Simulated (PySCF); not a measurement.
**RuSH: relaxation and vibrations of the sextet**

The task is one start of a wider search on RuSH: the sextet, from a linear start. It is relaxed, tested by its Hessian and followed downhill if it is a saddle.

The runs use PySCF 2.14.0; PBE0, basis Ru def2-TZVP with ECP28, S def2-TZVP, H def2-TZVP, scalar-relativistic core potentials, no spin–orbit coupling, density fitting.

## (1) Starting geometry

3 atoms, charge 0, spin multiplicity 6.

Bond lengths: Ru1–S2 2.080 Å, Ru1–H3 1.570 Å. Angles: S2–Ru1–H3 180.0°.

Coordinates in bohr (charge 0 multiplicity 6):
```
Ru    0.0000    0.0000    0.0000
S     0.0000    0.0000   -3.9306
H     0.0000    0.0000    2.9669
```

## (2) Finding the electronic state

One driver script runs all steps and calls PySCF; scf.py shows how it sets up the SCF of each step. The optimiser is the driver's own. After this first run the driver tries any further starts and a stability analysis.

The input, scf.py:

```python
from pyscf import gto, scf, dft
mol = gto.M(atom='''
Ru     0.000000     0.000000     0.000000
S      0.000000     0.000000    -2.080000
H      0.000000     0.000000     1.570000''',
    basis={'Ru': 'def2-TZVP', 'S': 'def2-TZVP', 'H': 'def2-TZVP'},
    ecp={'Ru': 'def2-TZVP'},
    charge=0, spin=5)
mf = dft.UKS(mol, xc='PBE0')
mf.grids.atom_grid = (50, 194)
aux = {'Ru': 'def2-universal-JKFIT', 'S': 'def2-universal-JKFIT', 'H': 'def2-universal-JKFIT'}
mf = mf.density_fit(auxbasis=aux)
mf.conv_tol = 1e-08
mf.diis_space = 10
mf.max_cycle = 60
mf.init_guess = 'minao'
mf.verbose = 4
mf.kernel()
```

Command:

```bash
OMP_NUM_THREADS=2 python axn.py task.json out
```

Standard output:

```text
init E= -485.683580659333
[... the frontier-level lines of each cycle are left out ...]
cycle= 1 E= -492.638588294933  delta_E= -6.96  |g|=  1.3  |ddm|= 3.01
cycle= 2 E= -484.263588706221  delta_E= 8.37  |g|=  3.2  |ddm|= 7.28
cycle= 3 E= -493.233354618618  delta_E= -8.97  |g|= 0.529  |ddm|= 7.23
cycle= 4 E= -493.069951996308  delta_E= 0.163  |g|= 0.831  |ddm|= 1.09
cycle= 5 E= -493.30832577738  delta_E= -0.238  |g|= 0.54  |ddm|= 0.359
cycle= 6 E= -493.380965990089  delta_E= -0.0726  |g|= 0.394  |ddm|= 0.174
cycle= 7 E= -493.452967328755  delta_E= -0.072  |g|= 0.145  |ddm|= 0.22
cycle= 8 E= -493.464296840035  delta_E= -0.0113  |g|= 0.0343  |ddm|= 0.107
cycle= 9 E= -493.464947406024  delta_E= -0.000651  |g|= 0.00479  |ddm|= 0.0377
cycle= 10 E= -493.464967869737  delta_E= -2.05e-05  |g|= 0.00225  |ddm|= 0.00676
cycle= 11 E= -493.464972568251  delta_E= -4.7e-06  |g|= 0.000378  |ddm|= 0.00382
cycle= 12 E= -493.464972813789  delta_E= -2.46e-07  |g|= 0.000319  |ddm|= 0.0011
cycle= 13 E= -493.464972875318  delta_E= -6.15e-08  |g|= 5.58e-05  |ddm|= 0.00034
cycle= 14 E= -493.464972879248  delta_E= -3.93e-09  |g|= 8.9e-06  |ddm|= 0.000131
Extra cycle  E= -493.464972879419  delta_E= -1.71e-10  |g|= 1.62e-05  |ddm|= 3.61e-05
converged SCF energy = -493.464972879419  <S^2> = 8.7658905  2S+1 = 6.0052945
```

This step, with its further starts and checks, needed 10 s of wall time on 2 threads, shared host.

Energies from each starting density:

```
                      start  energy (Eh)
    the minimal-basis guess  -493.464973
a thermally smeared density  -493.464973
      a smeared PBE density  -493.464973
```

No lower solution of this spin turned up from the other starts or in the test of internal stability.

## (3) Relaxation: linear start, sextet

The program finds C∞v symmetry in the start, which this walk keeps.

scf.py, as its differences from that of step 2:

```diff
@@ -3,3 +3,3 @@
-Ru     0.000000     0.000000     0.000000
-S      0.000000     0.000000    -2.080000
-H      0.000000     0.000000     1.570000''',
+Ru     0.000000     0.000000     0.481299
+S      0.000000     0.000000    -1.598701
+H      0.000000     0.000000     2.051299''',
@@ -16 +15,0 @@
-mf.init_guess = 'minao'
```

The optimiser's trace:

```
step  energy (Eh)  change (kJ/mol)  largest symmetric gradient (Eh/bohr)
   0  -493.464973             0.00                               0.05337
   1  -493.473868           -23.36                               0.01628
   2  -493.474622           -25.33                               0.00806
   3  -493.474794           -25.79                               0.00357
   4  -493.474817           -25.85                               0.00106
   5  -493.474820           -25.85                               0.00016
```

The walk took 8.7 s.

Positions (Å) and forces (eV/Å) along the way:

```
step 0
Ru   0.000   0.000   0.481   0.000   0.000   0.434
S    0.000   0.000  -1.599   0.000   0.000  -2.744
H    0.000   0.000   2.051   0.000   0.000   2.311
step 1
Ru   0.000   0.000   0.491   0.000   0.000  -0.601
S    0.000   0.000  -1.687   0.000   0.000  -0.236
H    0.000   0.000   2.129   0.000   0.000   0.837
step 3
Ru   0.000   0.000   0.477   0.000   0.000  -0.183
S    0.000   0.000  -1.713   0.000   0.000   0.110
H    0.000   0.000   2.170   0.000   0.000   0.074
step 5
Ru   0.000   0.000   0.472   0.000   0.000  -0.003
S    0.000   0.000  -1.711   0.000   0.000   0.009
H    0.000   0.000   2.173   0.000   0.000  -0.005
```

End point (C∞v, 5 steps, 25.9 kJ/mol gained): Ru–H 1.702 Å, Ru–S 2.183 Å; H–Ru–S 180.0°.

## (4) Is it a minimum? Harmonic modes

On the finer grid the gradient is checked again; gradients at displacements of ±0.02 bohr then give force constants and infrared intensities.

scf.py, as its differences from that of step 3:

```diff
@@ -3,3 +3,3 @@
-Ru     0.000000     0.000000     0.481299
-S      0.000000     0.000000    -1.598701
-H      0.000000     0.000000     2.051299''',
+Ru     0.000000    -0.000000     0.504579
+S     -0.000000    -0.000000    -1.677777
+H      0.000000    -0.000000     2.206018''',
@@ -10 +10 @@
-mf.grids.atom_grid = (50, 194)
+mf.grids.atom_grid = (75, 302)
@@ -13 +13 @@
-mf.conv_tol = 1e-08
+mf.conv_tol = 1e-10
```

The driver hands on the density of the step before, so the log starts near convergence.

Log of the central SCF (cycles and frontier levels):

```text
init E= -493.474839112135
[... the frontier-level lines of each cycle are left out ...]
cycle= 1 E= -493.474839110813  delta_E= 1.32e-09  |g|= 5.36e-05  |ddm|= 4.67e-05
cycle= 2 E= -493.474839096253  delta_E= 1.46e-08  |g|= 0.000178  |ddm|= 0.000155
cycle= 3 E= -493.474839112271  delta_E= -1.6e-08  |g|= 4.86e-07  |ddm|= 0.000119
cycle= 4 E= -493.47483911227  delta_E= 4.55e-13  |g|= 2.66e-07  |ddm|= 6.07e-07
Extra cycle  E= -493.474839112269  delta_E= 9.09e-13  |g|= 6.72e-07  |ddm|= 7.74e-07
converged SCF energy = -493.474839112269  <S^2> = 8.7695037  2S+1 = 6.0064977
```

The whole step took 25 s.

Geometry: C∞v; Ru–H 1.701 Å, Ru–S 2.182 Å; H–Ru–S 180.0°.

Modes, for the most abundant isotopes:

```tsv
symmetry	ω (cm⁻¹)	IR (km/mol)	μ (u)
π	66i	178	1.06
σ+	440	16.6	38.15
σ+	1768	462	1.02
```

With 2 modes imaginary (up to 66i cm⁻¹) this point is a saddle.

Constants and moments:

* Dipole moment: 0.40 D
* Highest occupied level: -7.26 eV
* Lowest empty level: -4.19 eV
* Rotational constants: 0.1395 cm⁻¹
* Zero-point energy (real modes): 13.2 kJ/mol
* Principal polarisabilities: 39.9, 39.9, 101.6 bohr³
* Atomisation energy without zero-point energy: 540 kJ/mol
* Principal traceless quadrupole moments about the centre of mass: -10.88, 5.44, 5.44 D Å
* Spin squared ⟨S²⟩: 8.770

Populations by atom (charges in e):

```json
{"atom": "Ru1", "Mulliken": "0.48", "Löwdin": "0.15", "polar tensor": "0.77", "spin (Mulliken)": "3.91", "Mayer order to Ru1": "–"}
{"atom": "S2", "Mulliken": "-0.35", "Löwdin": "0.01", "polar tensor": "-0.35", "spin (Mulliken)": "1.16", "Mayer order to Ru1": "1.72"}
{"atom": "H3", "Mulliken": "-0.13", "Löwdin": "-0.16", "polar tensor": "-0.43", "spin (Mulliken)": "-0.07", "Mayer order to Ru1": "0.87"}
```

Mulliken populations on Ru1 (outside its core potential): s 2.77, p 6.38, d 6.37, f 0.00.

## (5) Leaving the saddle point

The start is the last point, displaced along its most imaginary mode.

The program finds Cs symmetry in the start, which this walk keeps. Threshold on the gradient: 0.0003 Eh/bohr, with a further test on the energy change.

scf.py, as its differences from that of step 4:

```diff
@@ -3,3 +3,3 @@
-Ru     0.000000    -0.000000     0.504579
-S     -0.000000    -0.000000    -1.677777
-H      0.000000    -0.000000     2.206018''',
+Ru    -0.004398     0.000150     0.504578
+S      0.006140    -0.000209    -1.677777
+H      0.249856    -0.008498     2.206017''',
@@ -10 +10 @@
-mf.grids.atom_grid = (75, 302)
+mf.grids.atom_grid = (50, 194)
@@ -13 +13 @@
-mf.conv_tol = 1e-10
+mf.conv_tol = 1e-08
```

The optimiser's trace:

```
step  energy (Eh)  change (kJ/mol)  largest symmetric gradient (Eh/bohr)
   0  -493.474788             0.00                               0.00411
   1  -493.474856            -0.18                               0.00201
   2  -493.474887            -0.26                               0.00079
   3  -493.474904            -0.31                               0.00105
   4  -493.475422            -1.66                               0.01524
   5  -493.475926            -2.99                               0.02038
   6  -493.476426            -4.30                               0.02225
   7  -493.477593            -7.36                               0.01719
   8  -493.478071            -8.62                               0.01329
   9  -493.478425            -9.55                               0.00605
  10  -493.478523            -9.81                               0.00474
  11  -493.478702           -10.28                               0.00052
  12  -493.478703           -10.28                               0.00007
```

The walk took 23 s.

After 12 steps and 10.3 kJ/mol it ends at Cs: Ru–H 1.687 Å, Ru–S 2.133 Å; H–Ru–S 130.7°.

## (6) Is it a minimum? Harmonic modes

The same treatment as at the point before.

scf.py, as its differences from that of step 5:

```diff
@@ -3,3 +3,3 @@
-Ru    -0.004398     0.000150     0.504578
-S      0.006140    -0.000209    -1.677777
-H      0.249856    -0.008498     2.206017''',
+Ru    -0.148516     0.005051     0.471966
+S      0.466881    -0.015880    -1.571197
+H      0.741022    -0.025204     1.905075''',
@@ -10 +10 @@
-mf.grids.atom_grid = (50, 194)
+mf.grids.atom_grid = (75, 302)
@@ -13 +13 @@
-mf.conv_tol = 1e-08
+mf.conv_tol = 1e-10
```

Log of the central SCF (cycles and frontier levels):

```text
init E= -493.478670800498
[... the frontier-level lines of each cycle are left out ...]
cycle= 1 E= -493.478670799939  delta_E= 5.6e-10  |g|= 3.53e-05  |ddm|= 2.93e-05
cycle= 2 E= -493.478670792317  delta_E= 7.62e-09  |g|= 0.000129  |ddm|= 0.000105
cycle= 3 E= -493.47867080056  delta_E= -8.24e-09  |g|= 1.12e-06  |ddm|= 8.25e-05
cycle= 4 E= -493.478670800563  delta_E= -2.5e-12  |g|= 7.64e-07  |ddm|= 1.54e-06
Extra cycle  E= -493.478670800564  delta_E= -9.09e-13  |g|= 1.61e-06  |ddm|= 2.33e-06
converged SCF energy = -493.478670800564  <S^2> = 8.766156  2S+1 = 6.0053829
```

The whole step needed 40 s of wall time on 2 threads, shared host.

Geometry: Cs; Ru–H 1.687 Å, Ru–S 2.134 Å; H–Ru–S 131.4°.

Modes, for the most abundant isotopes:

```
symmetry  ω (cm⁻¹)  IR (km/mol)     type
      a'       365         25.9     bend
      a'       476         22.5    mixed
      a'      1765          141  stretch
```

No imaginary mode, so this is a minimum.

Constants and moments:

```yaml
Dipole_moment: 2.22 D
Highest_occupied_level: -6.26 eV
Lowest_empty_level: -4.09 eV
Rotational_constants: 10.77, 0.1485, 0.1465 cm⁻¹
Zero-point_energy: 15.6 kJ/mol
Principal_polarisabilities: 39.1, 47.3, 93.5 bohr³
Atomisation_energy_without_zero-point_energy: 550 kJ/mol
Principal_traceless_quadrupole_moments_about_the_centre_of_mass: -6.86, 2.42, 4.44 D Å
Entropy_at_298.15_K_and_1_bar_electronic_part_spin_only: 282.3 J/(mol K)
Heat_capacity_Cp_at_298.15_K: 45.3 J/(mol K)
Enthalpy_at_298.15_K_above_0_K: 11.46 kJ/mol
Rotational_symmetry_number: 1
Spin_squared_⟨S²⟩: 8.766
```

Charges (e) and bond orders:

```tsv
atom	Mulliken	Löwdin	polar tensor	spin (Mulliken)	Mayer order to Ru1
Ru1	0.49	0.08	0.62	3.76	–
S2	-0.39	0.02	-0.35	1.15	1.97
H3	-0.10	-0.10	-0.27	0.09	0.96
```

Mulliken populations on Ru1 (outside its core potential): s 2.68, p 6.41, d 6.42, f 0.00.

## (7) All stationary points

| spin | group | bonds | imaginary modes (cm⁻¹) | ΔE (kJ/mol) | with zero-point energy |
| --- | --- | --- | --- | --- | --- |
| sextet | Cs | Ru–H 1.687 Å, Ru–S 2.134 Å | none | 0.0 | 0.0 |
| sextet | C∞v | Ru–H 1.701 Å, Ru–S 2.182 Å | 66i, 66i | 10.1 | – |

## (8) Fields at the lowest minimum

The plane holds Ru1 at (0.00, 0.00), S2 at (2.13, 0.00), H3 at (-1.12, 1.27) Å. Columns run from x = -3.15 to 4.35 Å, rows from y = 3.45 (top) to -1.95 Å, in steps of 0.3 Å. Electrons inside core potentials are absent.

Density (cut at 5 e/Å³):

Ten steps from '0' (0.000 e/Å³) to '9' (5.000 e/Å³), finer at the low end (step k begins (100^(k/10) - 1)/99 of the way up):
```
00000000000000000000000000
00000000000000000000000000
00000000000000000000000000
00000000000000000000000000
00000111110000000000000000
00001223221100000000000000
00001345432111111111000000
00012467643322222222110000
00012467655543334444321000
00012345678865455665431000
00001235799997567787642100
00001234897798667998642100
00001124897798667998643100
00000124699997567787642100
00000113568865455665432000
00000012344443334444321000
00000001122222222222110000
00000000011111111111000000
00000000000000000000000000
```

ELF (0 where the density is under 0.005 e/Å³):

Ten even steps from '0' (0.00) to '9' (1.00):
```
00000000000000000000000000
00000000000000000000000000
00000066500000000000000000
00007999973100000000000000
00089999985210001111000000
00699999996211123333210000
00899999995321235665431000
00899999984222356777653100
00899999953222368888875310
00799998445642378888886410
00678752378873375003887520
00455421570074370881788631
00344322580074370881888631
00033322577873375003988630
00033333356642378778987520
00003333333321367888876410
00002222222211356777764200
00000122222111234555542000
00000001111111122233210000
```

Electrostatic potential (cut at 20 V):

Ten steps from '0' (-0.61 V) to '9' (20.00 V), finer at the low end (step k begins (100^(k/10) - 1)/99 of the way up):
```
22222211112222221111122222
22221111111111111111111122
22211111111111111111111112
22111111111111111000111111
22112233222222110000001111
21112455533333210000000111
21123689755544321111110111
21124799976665434444321111
21124699988887656777542111
22123578999998779999753211
22223468999999899999974211
22233578999999999999975211
33334579999999999999975210
33344568999999899999974210
33344567999999779999753100
33344567789987666777532001
33444556677776544554321001
33444455666665433322110011
33444455555554432211111111
```

Values on the line from Ru1 (at 0) through S2 (at 2.134 Å):

```
distance (Å)  density (e/Å³)    ELF  electrostatic potential (V)  spin density (e/Å³)
       -0.75            2.32  0.571                         39.9                0.474
        0.85            1.52  0.352                         26.4                 0.17
        1.07           0.972  0.404                         15.5              -0.0214
        1.28            1.11  0.727                         19.2              -0.0326
        1.49            1.42  0.467                         41.6              0.00658
        1.71            3.27  0.125                          105              0.00201
        1.92            55.3  0.861                          381                0.166
        2.24             172  0.311                      1.2e+03                 0.71
        2.45            12.7   0.68                          182            -0.000115
        2.67             1.6  0.129                         64.7               0.0988
        2.88            1.01  0.816                         25.4               0.0956
        3.09            0.55  0.897                         9.79               0.0581
        3.31           0.263  0.866                          3.5               0.0316
```

Making the fields took 0.5 s.

## (9) Results

```
                                          quantity                                      value
                                           minimum                                 sextet, Cs
                                          geometry  Ru–H 1.687 Å, Ru–S 2.134 Å; H–Ru–S 131.4°
                                wavenumbers (cm⁻¹)              365 (a'), 476 (a'), 1765 (a')
                                     dipole moment                                     2.22 D
highest occupied, lowest empty level (either spin)                            -6.26, -4.09 eV
                        polar-tensor charge of Ru1                                    +0.62 e
                                 zero-point energy                                15.6 kJ/mol
                               entropy at 298.15 K                            282.3 J/(mol K)
         atomisation energy (no zero-point energy)                                 550 kJ/mol
                                              ⟨S²⟩                                      8.766
```

From C∞v at the start the molecule goes to a Cs minimum, after a stop at a second-order saddle point 10.1 kJ/mol higher, from which it was pushed off along an imaginary mode. In the infrared the band at 1765 cm⁻¹ (a', stretch) leads. Most of the spin sits on Ru1 (Mulliken spin 3.76, against 5 for the whole molecule). Only this shape and spin were tried, so other structures or states may lie lower. One determinant may miss the lowest occupation of an open d or f shell.

The search up to here took 1.8 min.
